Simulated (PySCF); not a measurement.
# Ag (Ag6+): the cost of one run

Programs: PySCF 2.14.0, with routines of our own; each step states its level. All values are computed. Atoms count from 0.

## 1. The system as given

1 atom, charge 6, states of the metal's open shell are computed; geometry from: free ion.

## 2. Ligand-field states: state-averaged CASSCF

The job: settings as JSON, then the geometry in Å.

```
{"job": {"kind": "lf", "basis": {"metal": "x2c-TZVPall", "ligand": "x2c-SVPall"}, "nevpt": true}, "charge": 6, "metal": "Ag", "open_shell": "d5"}
Ag     0.000000     0.000000     0.000000
```

Level: state-averaged CASSCF of the metal d shell, SC-NEVPT2 on the averaged canonical orbitals, state-interaction spin-orbit coupling.

Started as:

```
$ OMP_NUM_THREADS=1 python lf_run.py task.json out
```

One launch serves the whole session: the jobs run in the order shown.

Q: Estimate the wall time and peak memory of this first job on 1 thread of Intel Xeon Platinum 8488C, shared host.

About 6.3 s, with a peak of 0.2 GiB.
